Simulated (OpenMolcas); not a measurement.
# Zr²⁺ among point charges: CASSCF and CASPT2 levels and susceptibility

Aim: the splitting of the states of Zr²⁺ in the field of 6 point charges, its lowest levels with spin-orbit coupling and its magnetic susceptibility.

Method: state-averaged CASSCF and CASPT2, spin-orbit coupling by RASSI with atomic mean-field integrals. Code: OpenMolcas 26.06.

## Step 1: The atom as given

* Species: Zr²⁺ (zirconium, Z = 40, 38 electrons)
* Basis: ANO-RCC-VDZP [6s5p3d1f], 43 functions
* Scalar Hamiltonian: DKH2, point nucleus
* Inactive shells: 1s 2s 2p 3s 3p 3d 4s 4p
* Active space: 2 electrons in 5 orbitals (4d)
* Some configurations of this space: 4d2
* Orbitals: optimised for each spin and parity, averaged over all roots

The outer shells:

4d2
```
4d [↑ ][↑ ][  ][  ][  ]
```

The ion sits among 6 point charges of -1 e arranged as an octahedron (Oh), 2.02 Å from the ion.

Each step is its own input file, run in one work folder so that later steps find the files of earlier ones. Labels, J, g values, rates, χT and fits are worked out afterwards by a script from the matrices that RASSI stores. The input lists half of the charges; inversion (Group=XYZ) makes the rest.

## Step 2: Basis and integrals

a.inp

```
&GATEWAY
Coord
1

Zr 0.0 0.0 0.0
Basis=ANO-RCC-VDZP
Group=XYZ
NoMove
AngMom=0.0 0.0 0.0
AMFI
XField
3 Angstrom 0
2.020000 0.000000 0.000000 -1.000000
0.000000 2.020000 0.000000 -1.000000
0.000000 0.000000 2.020000 -1.000000
&SEWARD
```

Command:

```
$ OMP_NUM_THREADS=1 MOLCAS_MEM=1689 MOLCAS_PROJECT=a pymolcas a.inp > a.log
```

Log:

```text
Basis set label: ZR.ANO-RCC...6S5P3D1F.

      Electronic valence basis set:
      ------------------
      Associated Effective Charge  40.000000 au
      Associated Actual Charge     40.000000 au
      Nuclear Model: Point charge

      Shell  nPrim  nBasis  Cartesian Spherical Contaminant
         s      21       6        X
         p      18       5        X
         d      13       3                 X
         f       6       1                 X
                  Relativistic Douglas-Kroll-Hess integrals:
                    - DKH order of Hamiltonian: 2
                    - DKH order of Properties : 0
                  Atomic mean-field integrals
```

## Step 3: Reference wave functions, triplets of even parity, 10 roots

a.inp

```
&RASSCF
FileOrb=start.orb
Symmetry=1
Spin=3
nActEl=2 0 0
Inactive=9 9
Ras2=5 0
CIRoot=10 10 1
SDav=10
CIMx=300
Iter=120 100
PrWF=0.3
OrbListing=Nothing
MaxOrb=0
>>> COPY $Project.JobIph JOB001
```

start.orb holds the contracted functions of the basis, ordered by shell, or the orbitals of the step before.

Log, cut to the lines that bear on the results:

```text
[...]
      Number of active orbitals                  5
[...]
      Spin quantum number                      1.0
[...]
      Active orbitals                            5   0
[...]
      Number of CSFs                            10
      Number of root(s) required                10
[...]
      Convergence after 10 iterations
[...]
      Natural orbitals and occupation numbers for root  1
      sym 1:   0.024132   0.975868   0.000000   0.975868   0.024132
      Natural orbitals and occupation numbers for root  2
      sym 1:   0.981432   0.981432   0.018568   0.018568   0.000000
      Natural orbitals and occupation numbers for root  3
      sym 1:   0.981463  -0.000000   0.018537   0.981463   0.018537
::    RASSCF root number  1 Total energy:  -3598.39063275
::    RASSCF root number  2 Total energy:  -3598.39063275
::    RASSCF root number  3 Total energy:  -3598.39063275
[...]
::    RASSCF root number  7 Total energy:  -3598.28975830
::    RASSCF root number  8 Total energy:  -3598.28975830
::    RASSCF root number  9 Total energy:  -3598.28975830
::    RASSCF root number 10 Total energy:  -3598.24947614
```

## Step 4: Reference wave functions, singlets of even parity, 15 roots

a.inp

```
&RASSCF
FileOrb=start.orb
Symmetry=1
Spin=1
nActEl=2 0 0
Inactive=9 9
Ras2=5 0
CIRoot=15 15 1
SDav=15
CIMx=300
Iter=120 100
PrWF=0.3
OrbListing=Nothing
MaxOrb=0
>>> COPY $Project.JobIph JOB002
```

Log, cut to the lines that bear on the results:

```text
[...]
      Number of active orbitals                  5
[...]
      Spin quantum number                      0.0
[...]
      Active orbitals                            5   0
[...]
      Number of CSFs                            15
      Number of root(s) required                15
[...]
      Convergence after  7 iterations
[...]
      Natural orbitals and occupation numbers for root  1
      sym 1:   0.983688   0.988308   0.000000   0.014280   0.013723
      Natural orbitals and occupation numbers for root  2
      sym 1:   0.020026   1.027654   0.009636   0.942684   0.000000
      Natural orbitals and occupation numbers for root  3
      sym 1:   1.113121   0.841294   0.000003   0.041483   0.004098
::    RASSCF root number  1 Total energy:  -3598.35433849
::    RASSCF root number  2 Total energy:  -3598.35433849
::    RASSCF root number  3 Total energy:  -3598.35433849
[...]
::    RASSCF root number 12 Total energy:  -3598.27168279
::    RASSCF root number 13 Total energy:  -3598.20301678
::    RASSCF root number 14 Total energy:  -3598.20301678
::    RASSCF root number 15 Total energy:  -3598.14837860
```

## Step 5: State interaction with spin-orbit coupling

a.inp

```
&RASSI
NrOfJobIphs=2 10 15
1 2 3 4 5 6 7 8 9 10
1 2 3 4 5 6 7 8 9 10 11 12 13 14 15
IphNames
JOB001
JOB002
EJob
SpinOrbit
DIPRint=1.0
SOCoupling=1000.0
Subsets=2
Property=9
'ANGMOM' 1 'ANGMOM' 2 'ANGMOM' 3 'MLTPL  1' 1 'MLTPL  1' 2 'MLTPL  1' 3
'AMFI' 1 'AMFI' 2 'AMFI' 3
SOProperty=3
'ANGMOM' 1 'ANGMOM' 2 'ANGMOM' 3
```

Log, cut to the lines that bear on the results:

```text
SPIN-FREE ENERGIES:
  (Shifted by EMIN (a.u.) =      -3598.3906327454)
 SF State       Relative EMIN(au)   Rel lowest level(eV)    D:o, cm**(-1)      L_eff
     1             0.0000000000        0.0000000000              0.0000         2.8
     2             0.0000000000        0.0000000000              0.0000         2.8
     3             0.0000000000        0.0000000000              0.0000         2.8
    11             0.0362942565        0.9876170322           7965.6686         3.0
    12             0.0362942565        0.9876170322           7965.6686         3.0
    13             0.0362942565        0.9876170322           7965.6686         3.0
    14             0.0368347481        1.0023245567           8084.2928         3.1
    15             0.0368347481        1.0023245567           8084.2928         3.1
     4             0.0659734926        1.7952301889          14479.5080         3.0
     5             0.0659734926        1.7952301889          14479.5080         3.0
[...]
Eigenvalues of complex Hamiltonian:
   -----------------------------------
  (Shifted by EMIN (a.u.) =      -3598.3906327454)
 SO State       Relative EMIN(au)   Rel lowest level(eV)    D:o, cm**(-1)     J-value
     1            -0.0011285597        0.0000000000              0.0000         2.0
     2            -0.0011285597        0.0000000000              0.0000         2.2
     3            -0.0010632621        0.0017768383             14.3312         2.1
     4            -0.0010632621        0.0017768383             14.3312         2.2
     5            -0.0010632621        0.0017768383             14.3312         2.2
     6             0.0009083572        0.0554273338            447.0516         2.1
     7             0.0009083572        0.0554273338            447.0516         3.0
     8             0.0009083572        0.0554273338            447.0516         3.0
     9             0.0018711085        0.0816251312            658.3511         3.0
    10             0.0361448206        1.0142603486           8180.5614         2.4
    11             0.0361448206        1.0142603486           8180.5614         2.4
[...]
```

These steps took 5.1 s in all on 1 thread of Intel Xeon Platinum 8488C (Sapphire Rapids), shared host.

States without spin-orbit coupling:

| state | degeneracy | E (cm-1) | free-ion L (%) |
| --- | --- | --- | --- |
| 3T1 | 3 | 0 | F (91) |
| 1T2 | 3 | 7966 | D (55) |
| 1E | 2 | 8084 | G (52) |
| 3T2 | 3 | 14480 | F (100) |
| 1A1 | 1 | 17433 | G (64) |
| 3T1 | 3 | 22139 | P (91) |
| 1T2 | 3 | 23992 | G (55) |
| 1T1 | 3 | 26106 | G (100) |
| 3A2 | 1 | 30980 | F (100) |
| 1E | 2 | 41177 | D (52) |
| 1A1 | 1 | 53169 | S (64) |

With spin-orbit coupling:

```json
{"E (cm-1)": "0.0", "Degeneracy": "2", "Label": "E", "2S+1": "3"}
{"E (cm-1)": "14.3", "Degeneracy": "3", "Label": "T2", "2S+1": "3"}
{"E (cm-1)": "447.1", "Degeneracy": "3", "Label": "T1", "2S+1": "3"}
{"E (cm-1)": "658.4", "Degeneracy": "1", "Label": "A1", "2S+1": "3"}
{"E (cm-1)": "8181", "Degeneracy": "3", "Label": "T2", "2S+1": "1"}
{"E (cm-1)": "8325", "Degeneracy": "2", "Label": "E", "2S+1": "1"}
{"E (cm-1)": "14568", "Degeneracy": "1", "Label": "A2", "2S+1": "3"}
{"E (cm-1)": "14670", "Degeneracy": "3", "Label": "T2", "2S+1": "3"}
{"E (cm-1)": "14810", "Degeneracy": "3", "Label": "T1", "2S+1": "3"}
{"E (cm-1)": "14820", "Degeneracy": "2", "Label": "E", "2S+1": "3"}
{"E (cm-1)": "17651", "Degeneracy": "1", "Label": "A1", "2S+1": "1"}
{"E (cm-1)": "22147", "Degeneracy": "1", "Label": "A1", "2S+1": "3"}
{"E (cm-1)": "22256", "Degeneracy": "3", "Label": "T1", "2S+1": "3"}
{"E (cm-1)": "22499", "Degeneracy": "3", "Label": "T2", "2S+1": "3"}
{"E (cm-1)": "22532", "Degeneracy": "2", "Label": "E", "2S+1": "3"}
{"E (cm-1)": "24256", "Degeneracy": "3", "Label": "T2", "2S+1": "1"}
{"E (cm-1)": "26362", "Degeneracy": "3", "Label": "T1", "2S+1": "1"}
{"E (cm-1)": "31264", "Degeneracy": "3", "Label": "T2", "2S+1": "3"}
{"E (cm-1)": "41441", "Degeneracy": "2", "Label": "E", "2S+1": "1"}
{"E (cm-1)": "53434", "Degeneracy": "1", "Label": "A1", "2S+1": "1"}
```

Powder χT (cm³ K/mol): 0.02 at 2 K, 0.05 at 5 K, 0.08 at 10 K, 0.12 at 20 K, 0.19 at 50 K, 0.29 at 100 K, 0.40 at 150 K, 0.50 at 200 K, 0.59 at 250 K, 0.67 at 300 K.

A ligand-field fit to the states below 45000 cm-1 gives 10Dq = 16404 cm-1, B = 563 cm-1 and C = 2297 cm-1 (C/B = 4.08), with a deviation of 308 cm-1.

Orbitals of the lowest block (energies include the constant potential of the surroundings):

| shell | space | energy (hartree) | mean occupation | ⟨r²⟩ (bohr²) |
| --- | --- | --- | --- | --- |
| 1s | inactive | -663.9123 | 2.000 | 0.00182 |
| 2s | inactive | -93.7930 | 2.000 | 0.0310 |
| 2p | inactive | -83.3454 | 6.000 | 0.0245 |
| 3s | inactive | -15.6924 | 2.000 | 0.238 |
| 3p | inactive | -12.1823 | 6.000 | 0.246 |
| 3d | inactive | -6.4023 | 10.000 | 0.245 |
| 4s | inactive | -1.4995 | 2.000 | 1.69 |
| 4p | inactive | -0.4909 | 6.000 | 2.13 |
| 4d | RAS2 |  | 2.000 | 5.87 |

## Step 6: CASPT2: IPEA 0.25, imaginary shift 0.1 (closed shells correlated: 4s 4p)

a.inp

```
>>> COPY JOB001 $Project.JobIph
&CASPT2
Multistate=10 1 2 3 4 5 6 7 8 9 10
NoMult
Frozen=8 6
IPEA=0.25
Imaginary=0.1
MaxIter=60
WThr=0.0 0.3 0.05
PrWF=0.5
NoMix
>>> COPY JOB002 $Project.JobIph
&CASPT2
Multistate=15 1 2 3 4 5 6 7 8 9 10 11 12 13 14 15
NoMult
Frozen=8 6
IPEA=0.25
Imaginary=0.1
MaxIter=60
WThr=0.0 0.3 0.05
PrWF=0.5
NoMix
```

Log, cut to the lines that bear on the results:

```text
[...]
      Active orbitals                            5   0
[...]
      E2 (Variational):          -0.1888001638
      Total energy:           -3598.5794329092
[...]
::    CASPT2 Root  1     Total energy:  -3598.57943291
::    CASPT2 Root  2     Total energy:  -3598.57892760
[...]
::    CASPT2 Root 12     Total energy:  -3598.46644308
::    CASPT2 Root 13     Total energy:  -3598.39902897
::    CASPT2 Root 14     Total energy:  -3598.39898279
::    CASPT2 Root 15     Total energy:  -3598.36059618
```

This run took 1.6 s in all on 1 thread of Intel Xeon Platinum 8488C (Sapphire Rapids), shared host.

SS-CASPT2: lowest energy less the reference's lowest, -0.1885 hartree; reference weights 0.924 to 0.953.

States without spin-orbit coupling:

| state | degeneracy | E (cm-1) | free-ion L (%) |
| --- | --- | --- | --- |
| 3T1 | 3 | 0 | F (91) |
| 1T2 | 3 | 6236 | D (55) |
| 1E | 2 | 6687 | G (52) |
| 1A1 | 1 | 13834 | G (64) |
| 3T2 | 3 | 14556 | F (100) |
| 3T1 | 3 | 20662 | P (91) |
| 1T2 | 3 | 22391 | G (55) |
| 1T1 | 3 | 24731 | G (100) |
| 3A2 | 1 | 31338 | F (100) |
| 1E | 2 | 39525 | D (52) |
| 1A1 | 1 | 47955 | S (64) |

With spin-orbit coupling:

```csv
E (cm-1),Degeneracy,Label,2S+1
0,2,E,3
14,3,T2,3
450,3,T1,3
660,1,A1,3
6460,3,T2,1
6930,2,E,1
14070,1,A1,1
14650,1,A2,3
14740,3,T2,3
14890,3,T1,3
14900,2,E,3
20660,1,A1,3
20780,3,T1,3
21020,3,T2,3
21060,2,E,3
22660,3,T2,1
24990,3,T1,1
31620,3,T2,3
39790,2,E,1
48230,1,A1,1
```

Powder χT (cm³ K/mol): 0.02 at 2 K, 0.05 at 5 K, 0.08 at 10 K, 0.12 at 20 K, 0.19 at 50 K, 0.29 at 100 K, 0.40 at 150 K, 0.50 at 200 K, 0.59 at 250 K, 0.67 at 300 K.

A ligand-field fit to the states below 45000 cm-1 gives 10Dq = 16480 cm-1, B = 453 cm-1 and C = 1909 cm-1 (C/B = 4.21), with a deviation of 391 cm-1.

## Step 7: The methods side by side

A. CASSCF
B. SS-CASPT2, IPEA 0.25, imaginary shift 0.1 (closed shells correlated: 4s 4p)

| method | ground state | first state of that spin (cm-1) | first gap with spin-orbit (cm-1) | χT at 300 K |
| --- | --- | --- | --- | --- |
| A | 3T1 | 3T2 14480 | 14.3 | 0.67 |
| B | 3T1 | 3T2 14560 | 14.3 | 0.67 |

## Step 8: What came out

| quantity | value |
| --- | --- |
| method | SS-CASPT2, IPEA 0.25, imaginary shift 0.1 (closed shells correlated: 4s 4p) |
| spin-free ground state | 3T1, 3-fold in its orbital part |
| first state of the same spin within the active space | 3T2 at 14600 cm⁻¹ |
| lowest level | 2-fold E, g = 0.00, 0.00, 0.00 |
| next level | 14.3 cm⁻¹ |
| χT at 300 K | 0.67 cm³ K/mol |
| effective moment at 300 K | 2.32 μB |

Cost by method:

| method | time of its own steps | time with the reference |
| --- | --- | --- |
| A. CASSCF | 5.1 s | 5.1 s |
| B. SS-CASPT2, IPEA 0.25, imaginary shift 0.1, +4s 4p | 1.6 s | 6.7 s |

Times are of one thread on a shared host.

The spin-free ground state (3T1) comes to 91 % from free-ion F terms and keeps the highest spin of the shell. χT at 300 K is 0.67, against 1.00 cm³ K/mol for the spin alone, so spin-orbit coupling lowers it. A ligand-field fit to the states below 45000 cm-1 gives 10Dq = 16480 cm-1, B = 453 cm-1 and C = 1909 cm-1 (C/B = 4.21), with a deviation of 391 cm-1. CASPT2 does not keep the components of a term degenerate, and the means are used. The field of point charges can differ much from that of real complexes. Point charges carry no covalency, so the field is a model and not that of real ligands.
